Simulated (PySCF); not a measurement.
# TiH₄O₄: electronic structure in real space

Aim: take TiH₄O₄ and analyse its density (charges, bond critical points, surface potential), see where an electron leaves and enters and measure its response to a uniform field.

The runs use PySCF 2.14.0; levels as typed in each script, gas phase, geometry from GFN2-xTB.

## (1) The starting structure

SMILES `O[Ti](O)(O)O`, 9 atoms, charge 0, spin multiplicity 1.

Bond lengths: O1–Ti2 1.733 Å, O1–H6 0.961 Å, Ti2–O3 1.733 Å, Ti2–O4 1.733 Å, Ti2–O5 1.733 Å, O3–H7 0.961 Å, O4–H8 0.961 Å, O5–H9 0.961 Å. Angles: Ti2–O1–H6 129.0°, O1–Ti2–O3 108.2°, O1–Ti2–O4 108.2°, O1–Ti2–O5 112.1°, O3–Ti2–O4 112.1°, O3–Ti2–O5 108.2°, O4–Ti2–O5 108.2°, Ti2–O3–H7 129.1°, Ti2–O4–H8 129.1°, Ti2–O5–H9 129.0°.

Geometry (Å):

```
O     0.35261    1.39397    0.96796
Ti    0.00006   -0.00004   -0.00023
O     1.39435   -0.35236   -0.96766
O    -1.39443    0.35240   -0.96766
O    -0.35269   -1.39393    0.96796
H     1.19375    1.67611    1.33795
H     1.67930   -1.19249   -1.33778
H    -1.67938    1.19254   -1.33778
H    -1.19383   -1.67606    1.33795
```

## (2) Density, bond paths and surface potential (wB97X/def2-tzvp)

File input.py:

```python
import numpy as np
from pyscf import gto, scf, dft
from pyscf.scf import atom_ks, atom_hf
from scipy.linalg import block_diag

def solve(mol, dm0=None, hcore=None):
    mf = (dft.UKS if mol.spin else dft.RKS)(mol, xc='wb97x')
    mf.grids.level = 3
    mf = mf.density_fit(auxbasis='def2-universal-jkfit')
    mf.conv_tol, mf.max_cycle = 1e-8, 80
    if hcore is not None:
        mf.get_hcore = lambda *args: hcore
    mf.kernel(dm0)
    if not mf.converged:
        mf = mf.newton().run(mf.mo_coeff, mf.mo_occ, max_cycle=30)
    assert mf.converged, 'SCF not converged'
    return mf

mol = gto.M(atom='''
O      0.35261     1.39397     0.96796
Ti     0.00006    -0.00004    -0.00023
O      1.39435    -0.35236    -0.96766
O     -1.39443     0.35240    -0.96766
O     -0.35269    -1.39393     0.96796
H      1.19375     1.67611     1.33795
H      1.67930    -1.19249    -1.33778
H     -1.67938     1.19254    -1.33778
H     -1.19383    -1.67606     1.33795
''', basis='def2-tzvp', charge=0, spin=0, verbose=4)
mf = solve(mol)
mf.analyze()
# spherically averaged free atoms, for the promolecule
atm = atom_ks.get_atm_nrks(mol, xc='wb97x')
pro = block_diag(*[(atm[a[0]][2] * atm[a[0]][3]) @ atm[a[0]][2].T for a in mol._atom])
np.savez('result.npz', e=mf.e_tot, c=mf.mo_coeff, occ=mf.mo_occ, eps=mf.mo_energy, pro=pro, dip=mf.dip_moment(verbose=0), s2=mf.spin_square()[0])
```

Started as:

```
OMP_NUM_THREADS=1 python input.py
```

## (4) Removing and adding an electron (wB97X/def2-tzvp)

input.py: that of step 2 with these lines changed.

```diff
@@ -30,3 +30,12 @@
 mf = solve(mol)
-mf.analyze()
+out = dict(e0=mf.e_tot, dm0=mf.make_rdm1(), c=mf.mo_coeff, occ=mf.mo_occ, eps=mf.mo_energy)
+for name, dq, spin in [('cation', 1, 1)]:
+    ion = mol.copy().set(charge=mol.charge + dq, spin=spin).build()
+    mi = solve(ion)
+    if spin and dq > 0 and mol.nao < 130:
+        c, _, stable, _ = mi.stability(return_status=True)
+        if not stable:
+            mi = solve(ion, mi.make_rdm1(c, mi.mo_occ))
+    print(name, 'vertical energy change / eV', (mi.e_tot - mf.e_tot) * 27.211386)
+    out.update({'e_' + name: mi.e_tot, 'dm_' + name: mi.make_rdm1(), 's2_' + name: mi.spin_square()[0], 'eps_' + name: mi.mo_energy, 'occ_' + name: mi.mo_occ})
 # spherically averaged free atoms, for the promolecule
@@ -34,2 +43,2 @@
 pro = block_diag(*[(atm[a[0]][2] * atm[a[0]][3]) @ atm[a[0]][2].T for a in mol._atom])
-np.savez('result.npz', e=mf.e_tot, c=mf.mo_coeff, occ=mf.mo_occ, eps=mf.mo_energy, pro=pro, dip=mf.dip_moment(verbose=0), s2=mf.spin_square()[0])
+np.savez('result.npz', pro=pro, **out)
```

## (5) Response to an electric field (wB97X/def2-tzvp)

File input.py:

```python
import numpy as np
from pyscf import gto, scf, dft
from pyscf.scf import atom_ks, atom_hf
from scipy.linalg import block_diag

def solve(mol, dm0=None, hcore=None):
    mf = (dft.UKS if mol.spin else dft.RKS)(mol, xc='wb97x')
    mf.grids.level = 3
    mf = mf.density_fit(auxbasis='def2-universal-jkfit')
    mf.conv_tol, mf.max_cycle = 1e-8, 80
    if hcore is not None:
        mf.get_hcore = lambda *args: hcore
    mf.kernel(dm0)
    if not mf.converged:
        mf = mf.newton().run(mf.mo_coeff, mf.mo_occ, max_cycle=30)
    assert mf.converged, 'SCF not converged'
    return mf

mol = gto.M(atom='''
O      0.35261     1.39397     0.96796
Ti     0.00006    -0.00004    -0.00023
O      1.39435    -0.35236    -0.96766
O     -1.39443     0.35240    -0.96766
O     -0.35269    -1.39393     0.96796
H      1.19375     1.67611     1.33795
H      1.67930    -1.19249    -1.33778
H     -1.67938     1.19254    -1.33778
H     -1.19383    -1.67606     1.33795
''', basis='def2-tzvp', charge=0, spin=0, verbose=4)
field = np.array([0.004, 0.0, 0.0])  # atomic units
mol.set_common_orig(mol.atom_charges() @ mol.atom_coords() / mol.atom_charges().sum())
mf = solve(mol)
out = dict(dm0=mf.make_rdm1(), d0=mf.dip_moment(unit='AU'), e0=mf.e_tot)
for name, sign in (('p', 1), ('m', -1)):
    h = mf.get_hcore() + sign * np.einsum('x,xij->ij', field, mol.intor('int1e_r'))
    mi = solve(mol, mf.make_rdm1(), h)
    out.update({'dm' + name: mi.make_rdm1(), 'd' + name: mi.dip_moment(unit='AU'), 'e' + name: mi.e_tot})
# spherically averaged free atoms, for the promolecule
atm = atom_ks.get_atm_nrks(mol, xc='wb97x')
pro = block_diag(*[(atm[a[0]][2] * atm[a[0]][3]) @ atm[a[0]][2].T for a in mol._atom])
np.savez('result.npz', pro=pro, **out)
```

(Steps that only read results are left out.)

**Question.** What will these runs give? Wanted: dipole moment; HOMO, LUMO; polarisability along the field.

As calculated:

| quantity | value |
| --- | --- |
| dipole moment (wB97X/def2-tzvp) | 0.00 D |
| HOMO, LUMO (wB97X/def2-tzvp) | -11.28, 1.54 eV |
| polarisability along the field (wB97X/def2-tzvp) | 46.2 bohr³ |

In words: At wB97X/def2-tzvp: The highest Hirshfeld charge is on Ti2 (+0.72 e), the lowest on O1, O3, O4 and O5 (−0.36 e). The geometry was not optimised at these levels.
